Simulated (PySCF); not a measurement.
# C9H13F: the cost of one run

Computed with PySCF 2.14.0, with density-fitted response routines of our own, on a single molecule, in the gas phase or a continuum. Atoms count from 0, in the outputs and in this text.

### 1 The molecule as given

23 atoms, charge 0, multiplicity 1; geometry from: GFN2-xTB. The atoms were then displaced at random by about 0.01 Å, so the start is not that level's minimum.

Bonds of the start (Å): C0–C1 1.52, C1–C2 1.33, C2–C3 1.45, C3–C4 1.56, C4–F5 1.38, C4–C6 1.49, C6–C7 1.33, C7–C8 1.49, C8–C9 1.56, C9–C1 1.50, C0–H10 1.08, C0–H11 1.11, C0–H12 1.04, C2–H13 1.08, C3–H14 1.09, C3–H15 1.08, C4–H16 1.11, C6–H17 1.10, C7–H18 1.08, C8–H19 1.09, C8–H20 1.07, C9–H21 1.09, C9–H22 1.12.

### 2 Optimising the geometry at PBE0-D3(BJ)/def2-SVP

The job: settings as JSON, then the geometry in Å.

```
{"job": {"xc": "PBE0", "basis": "def2-SVP", "d3": "d3bj", "grid": 1, "shake": 0.01, "kind": "geom"}, "charge": 0, "multiplicity": 1}
C      2.768270    -0.163690     0.522680
C      1.369390    -0.210700    -0.082100
C      0.717630    -1.364320    -0.232260
C     -0.612240    -1.529710    -0.780040
C     -1.727070    -1.075940     0.214700
F     -2.756770    -1.994250     0.231560
C     -2.291780     0.267070    -0.119230
C     -1.663420     1.433350     0.020020
C     -0.286930     1.605120     0.568240
C      0.777790     1.119460    -0.456810
H      3.448930     0.249120    -0.202030
H      2.755510     0.536230     1.381870
H      3.058960    -1.108260     0.833050
H      1.206700    -2.268810     0.109970
H     -0.767790    -0.986450    -1.709560
H     -0.827240    -2.572970    -0.978690
H     -1.312760    -1.068480     1.243460
H     -3.309300     0.230280    -0.523700
H     -2.189410     2.323830    -0.278460
H     -0.145740     2.659850     0.781890
H     -0.182310     1.034550     1.466760
H      1.587640     1.841240    -0.530930
H      0.329600     1.067000    -1.477550
```

Run with:

```
$ OMP_NUM_THREADS=1 python probes_run.py task.json out
```

The driver reads the jobs from task.json and runs them one after another.

**Question.** How long does this first job take on 1 thread of Intel Xeon Platinum 8488C, shared host, and how much memory does it need?

About 4 min, with a peak of 0.96 GiB.
